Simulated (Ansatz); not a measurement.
# BLYP/def2-SVPD run of GaH2ClO (SMILES [OH][GaH][Cl])

What is the electronic atomisation energy of GaH2ClO at BLYP/def2-SVPD? 

The results are computed with Ansatz 0.2.0.

37 further runs of the same task are left out: 37 set aside as unsound or not needed. Runs told in other sessions of the task aren't counted.

### 1 Starting point

GaH2ClO has 5 atoms, charge 0, and is taken as a singlet. As SMILES, `[OH][GaH][Cl]`. Geometry: relaxed at PBE0-D4/def2-TZVP. This is one conformer, not always the lowest.

Bond lengths: O1–Ga2 1.772 Å, Ga2–Cl3 2.145 Å, O1–H4 0.960 Å, Ga2–H5 1.541 Å. Angles: O1–Ga2–Cl3 115.0°, O1–Ga2–H5 122.5°, Cl3–Ga2–H5 122.5°, Ga2–O1–H4 113.5°.

### 2 A single-point energy at BLYP/def2-SVPD

File run.yaml:

```yaml
basis:
  gaussian: {orbitals: def2-SVPD}
crystal:
  periodic: [false, false, false]
  atoms:
    - symbol: O
      position_ang: [-1.152400, 0.516000, -0.496900]
    - symbol: Ga
      position_ang: [0.470000, 0.208100, 0.146200]
    - symbol: Cl
      position_ang: [0.927500, -1.856600, 0.504600]
    - symbol: H
      position_ang: [-1.672300, -0.281800, -0.622300]
    - symbol: H
      position_ang: [1.477200, 1.340600, 0.426900]
accuracy: high
output: {orbitals: {seedname: orbitals}}
hamiltonian: {xc: {name: BLYP}}
```

Started as:

```bash
ansatz run run.yaml --threads 1 --pin off --max-ram 2610MiB --events-out events.jsonl --progress --plain --runs-dir runs
```

Log:

```text
Warning: RAYON_NUM_THREADS=1 ignored (pool sized by the plan → 1); use --threads N
Functional definition: BLYP
  name "BLYP"
  parameter beta = 0.0042
  parameter a = 0.04918
  parameter b = 0.132
  parameter c = 0.2533
  parameter d = 0.349
  exchange = b88_x(beta = beta)
  correlation = lyp_c(a = a, b = b, c = c, d = d)
1965 factors; integrals over basis functions are off by at most 4.1e-9 eV
mean field evaluation 1: about -66962.6698 eV, gradient 7.4e1 eV
mean field evaluation 2: about -66855.4195 eV, gradient 2.0e2 eV
mean field evaluation 4: about -66971.0865 eV, gradient 2.2e1 eV
mean field evaluation 8: about -66972.0304 eV, gradient 3.5e-1 eV
mean field evaluation 16: about -66972.0328 eV, gradient 1.7e-4 eV
mean field -66972.03280380 eV, -2461.1768102652 hartree, gradient 4.8e-8 eV, S^2 0.000000; 0 other end points of the search recorded, 0 dependent functions left out
reference -66972.03285059 eV, -2461.1768119848 hartree; 29, 29 occupied and 75, 75 virtual orbitals, 1965 factors
Total energy: -66972.03285059 eV, -2461.1768119848 hartree
```

Wall time 9.9 s (1 thread of Arm Neoverse V2, shared host); peak memory 0.26 GiB.

### 3 The Cl atom

File run.yaml:

```yaml
crystal:
  periodic: [false, false, false]
  atoms:
    - {symbol: Cl, position_ang: [0.000000, 0.000000, 0.000000]}
basis:
  gaussian:
    orbitals: def2-SVPD
hamiltonian:
  xc: {name: BLYP}
accuracy: high
magnetization:
  spin_polarized: true
  initial_magnetization: 1
```

Run the same way, it converges to -459.99839 Eh (log not shown).

### 4 The Ga atom

File molecule.yaml:

```yaml
crystal:
  periodic: [false, false, false]
  atoms:
    - {symbol: Ga, position_ang: [0.000000, 0.000000, 0.000000]}
basis:
  gaussian: {orbitals: def2-SVPD}
magnetization: {spin_polarized: true, initial_magnetization: 1}
hamiltonian: {xc: {name: BLYP}}
accuracy: high
```

Run the same way, it converges to -1924.63929 Eh (log not shown).

### 5 The H atom, same level

File run.yaml:

```yaml
crystal:
  periodic: [false, false, false]
  atoms:
    - {symbol: H, position_ang: [0.000000, 0.000000, 0.000000]}
basis:
  gaussian:
    orbitals: def2-SVPD
magnetization:
  spin_polarized: true
  initial_magnetization: 1
hamiltonian:
  xc: {name: BLYP}
accuracy: high
```

Run the same way, it converges to -0.49640 Eh (log not shown).

### 6 The O atom at the same level

File input.yaml:

```yaml
crystal:
  periodic: [false, false, false]
  atoms:
    - {symbol: O, position_ang: [0.000000, 0.000000, 0.000000]}
basis:
  gaussian: {orbitals: def2-SVPD}
magnetization: {spin_polarized: true, initial_magnetization: 2}
hamiltonian: {xc: {name: BLYP}}
accuracy: high
```

Run the same way, it converges to -74.99867 Eh (log not shown).

### 7 Results

At BLYP/def2-SVPD:

| quantity | value |
| --- | --- |
| molecule: total energy | -2461.17681 Eh |
| molecule: HOMO energy | -7.50 eV |
| molecule: LUMO energy | -1.99 eV |
| molecule: HOMO–LUMO gap | 5.50 eV |
| Cl atom: total energy | -459.99839 Eh |
| Cl atom: ⟨S²⟩ | 0.752 |
| Ga atom: total energy | -1924.63929 Eh |
| Ga atom: ⟨S²⟩ | 0.752 |
| H atom: total energy | -0.49640 Eh |
| H atom: ⟨S²⟩ | 0.750 |
| O atom: total energy | -74.99867 Eh |
| O atom: ⟨S²⟩ | 2.003 |
| electronic atomisation energy | 14.902 eV |

In words: Taking the molecule apart into free atoms costs 14.90 eV (344 kcal/mol), before zero-point energy and without spin-orbit coupling.
